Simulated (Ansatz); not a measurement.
AlAu, space group Pm-3m: relaxations under a series of pressures, run with the Python package of Ansatz (0.2.0).

Contents of `POSCAR_alau`:
```text
AlAu
1.0
   3.22394200    0.00000000    0.00000000
   0.00000000    3.22394200    0.00000000
   0.00000000    0.00000000    3.22394200
Al Au
1 1
Direct
   0.00000000    0.00000000    0.00000000
   0.50000000    0.50000000    0.50000000
```

Script `compress.py`:
```python
'''Volume and enthalpy of AlAu against pressure.'''

import logging
import sys
import warnings

import ansatz
from ase.io import read
import numpy as np
import pandas as pd

logging.basicConfig(stream=sys.stdout, format='%(levelname)s:%(name)s:%(message)s')
log = logging.getLogger('ansatz_job')
log.setLevel(logging.INFO)

def edges_and_angles(cell):
    cell = np.asarray(cell)
    a, b, c = np.linalg.norm(cell, axis=1)
    cosines = cell[1] @ cell[2] / (b * c), cell[0] @ cell[2] / (a * c), cell[0] @ cell[1] / (a * b)
    return (a, b, c, *np.degrees(np.arccos(cosines)))

warnings.simplefilter('ignore', ansatz.DeckWarning)

atoms = read('POSCAR_alau', format='vasp')
alau = ansatz.Crystal.from_ase(atoms)

job = (
    alau.calculation()
    .pseudopotentials('paw')
    .kpoints(8, 8, 8)
    .functional(ansatz.Functional.PBESOL)
    .basis(450)
    .occupations('Gaussian', width=100 * ansatz.meV)
)

# H = F + PV, with 1 GPa A^3 = 1/160.21766 eV
rows = []
for pressure in [-2, 0, 2, 5, 10]:
    res = job.relax(cell=True, pressure=pressure, force_tolerance=0.02).run(threads=1)
    cell = res.lattice.cell_ang
    n_atoms = len(res.lattice.sites)
    volume = abs(np.linalg.det(cell)) / n_atoms
    enthalpy = res.report['free_energy_ev'] / n_atoms + pressure * volume / 160.21766
    rows.append((pressure, volume, enthalpy, *edges_and_angles(cell)))
    log.info(f'{pressure} GPa done: {volume:.4f} A^3/atom')

table = pd.DataFrame(rows, columns=['P_GPa', 'V_A3_atom', 'H_eV_atom', 'a', 'b', 'c', 'alpha', 'beta', 'gamma'])
print(table.round(4).to_string(index=False))
p, v = np.array([row[0] for row in rows], float), np.array([row[1] for row in rows])
print('mean bulk modulus between rows (GPa):', np.round(-np.diff(p) / np.diff(np.log(v)), 1))
```

How far does the cell shrink over this series of pressures, and what bulk modulus does the first step imply?

The volume falls from 16.28 Å³ an atom at -2 GPa to 15.00 at 10 GPa, by 7.9 %. Between -2 and 0 GPa, -V dP/dV is about 124 GPa, a mean over that step.

What the script printed:

Running `python compress.py` prints:
```text
INFO:ansatz_job:-2 GPa done: 16.2805 A^3/atom
INFO:ansatz_job:0 GPa done: 16.0205 A^3/atom
INFO:ansatz_job:2 GPa done: 15.7808 A^3/atom
INFO:ansatz_job:5 GPa done: 15.4583 A^3/atom
INFO:ansatz_job:10 GPa done: 14.9983 A^3/atom
 P_GPa  V_A3_atom  H_eV_atom      a      b      c  alpha  beta  gamma
    -2    16.2805 -6766.3033 3.1932 3.1932 3.1932   90.0  90.0   90.0
     0    16.0205 -6766.1017 3.1762 3.1762 3.1762   90.0  90.0   90.0
     2    15.7808 -6765.9033 3.1602 3.1602 3.1602   90.0  90.0   90.0
     5    15.4583 -6765.6109 3.1386 3.1386 3.1386   90.0  90.0   90.0
    10    14.9983 -6765.1359 3.1071 3.1071 3.1071   90.0  90.0   90.0
mean bulk modulus between rows (GPa): [124.2 132.7 145.3 165.5]
```

What to keep in mind:
- Total energies depend on the potentials; only differences at equal settings carry meaning.
- At a fixed pressure a relaxation lowers the enthalpy F + PV, while F alone can rise.
- For a metal this k-point mesh is coarse: on a finer one energies can move by several to tens of meV an atom and pressures by half a GPa or more, differences at one mesh by less.
- Spin-orbit coupling, which matters for elements this heavy, is left out.
- This cell is a computed structure, which may not be the phase found in nature.
- Symmetry holds the cell in this phase, whether or not it is the stable one at each pressure.
- Timing: 30 s on 1 thread of Arm Neoverse V1, on a shared host, peak memory 0.46 GiB.

(Lines on the test bed's own set-up are left out of the output.)
